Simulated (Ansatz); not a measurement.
# Ga: the cost of one run

Method: DFT PBEsol, scalar-relativistic, plane waves, PAW, in Ansatz 0.2.0.

1 further run of the same task is left out (set aside as unsound or not needed).

## (1) The system as given

Symmetry: I4/mmm, No. 139, tetragonal system. The conventional cell has a = 2.808 Å, b = 2.808 Å, c = 4.458 Å, α = 90.00°, β = 90.00°, γ = 90.00°. Ga (site symmetry 4/mmm) is surrounded by 12 Ga at 2.81 to 2.99 Å.

Coordinates:

```
CELL_PARAMETERS angstrom
-1.40400 1.40400 2.22900
1.40400 -1.40400 2.22900
1.40400 1.40400 -2.22900
ATOMIC_POSITIONS crystal
Ga 0.00000 0.00000 0.00000
```

The cell is taken as given, not relaxed at this level.

## (2) The reference: the undisturbed cell on the scan's mesh

Input file input.yaml:

```yaml
crystal:
  lattice:
    - [-1.404, 1.404, 2.229]
    - [1.404, -1.404, 2.229]
    - [1.404, 1.404, -2.229]
  atoms:
    - { symbol: Ga, position: [0.0, 0.0, 0.0] }
basis:
  ecutwfc: 420
kpoints:
  mp_grid: { grid: [26, 26, 26] }
hamiltonian:
  xc: pbesol
scf:
  occupations: { method: gaussian, width: 0.15 }
output:
  forces: true
  stress: true
  eigenvalues: true
```

Launch:

```sh
> ansatz run input.yaml --threads 1 --pin off --max-ram 1228MiB --backend cpu --events-out ev --progress --plain --runs-dir out
```

Q: Estimate wall time and peak memory on 1 thread of an x86-64 CPU, shared host.

About 13 s, with a peak of 0.6 GiB.
